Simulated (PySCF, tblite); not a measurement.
# C₆H₆N radical: geometry, infrared bands and EPR parameters

Wanted: the infrared bands and EPR parameters of C₆H₆N radical (`[H]/N=C/C#C[C]1CC1`), by calculation.

The runs use tblite 0.8.0 and PySCF 2.14.0, with density-fitted response routines of our own; the level of theory stands in each step. All values are computed, except where a source is named. Atoms are numbered from 0 throughout.

## (1) The molecule as given

13 atoms, charge 0, multiplicity 2; geometry from: force field or distance geometry start.

Bonds of the start (Å): N0–C1 1.29, C1–C2 1.41, C2–C3 1.21, C3–C4 1.41, C4–C5 1.44, C5–C6 1.50, C6–C4 1.45, N0–H7 1.02, C1–H8 1.10, C5–H9 1.08, C5–H10 1.08, C6–H11 1.08, C6–H12 1.08.

## (2) Relaxing the molecule with GFN2-xTB

Job settings and geometry (Å):

```
{"job": {"kind": "relax", "xc": "GFN2-xTB", "basis": "xTB"}, "charge": 0, "multiplicity": 2}
N      3.127700     0.000900     1.112100
C      2.712400    -0.318800    -0.069700
C      1.304900    -0.252000    -0.196900
C      0.102000    -0.180600    -0.334800
C     -1.303500    -0.117800    -0.464500
C     -2.192100    -0.497500     0.608300
C     -2.067700     0.935400     0.167800
H      4.146800    -0.062200     1.163400
H      3.362200    -0.637500    -0.897400
H     -3.066700    -1.062400     0.324200
H     -1.732000    -0.794200     1.544700
H     -1.531900     1.623500     0.804500
H     -2.866400     1.363700    -0.415200
```

Launch:

```console
$ OMP_NUM_THREADS=1 python probes_run.py task.json out
```

This one command runs all jobs of the session in turn.

**Question.** This job is followed by: GFN2-xTB harmonic vibrations, gas phase; UKS B3LYP, pcH-1 on C H N, non-relativistic, mean-field spin-orbit, GIAO. Predict these results of the whole session: strongest single infrared mode (GFN2-xTB); zero-point energy (GFN2-xTB); g(iso) (B3LYP); ⟨S²⟩; largest a(iso) (averaged by class); potential on the surface of density 0.002 e/bohr³, 1st and 99th percentile.

The runs gave:

```
                                                                  quantity                  value
                                 strongest single infrared mode (GFN2-xTB)  2787 cm⁻¹, 156 km/mol
                                              zero-point energy (GFN2-xTB)          60.5 kcal/mol
                                                            g(iso) (B3LYP)                2.00327
                                                                      ⟨S²⟩     0.784 (exact 0.75)
                                        largest a(iso) (averaged by class)   13C on C3, -59.8 MHz
potential on the surface of density 0.002 e/bohr³, 1st and 99th percentile     -2.02 V and 1.28 V
```

In words: The optimisation took 135 steps and gained 0.770 eV; among the close pairs (by a distance rule), C3–C4 changed most, from 1.413 to 1.318 Å. All 33 modes are real, so the xTB geometry is a minimum. The strongest single mode, at 2787 cm⁻¹, moves mainly H8. GFN2-xTB is a fitted tight-binding method: band positions and strengths are rough. Its intensities can rank the bands wrongly. The largest spin populations lie on C4 (0.58 e), C2 (0.49 e). The isotropic g lies 1.0 ppt above the free-electron value. The conformer search found further structures of the same energy, which may be mirror or relabelled copies of this one.
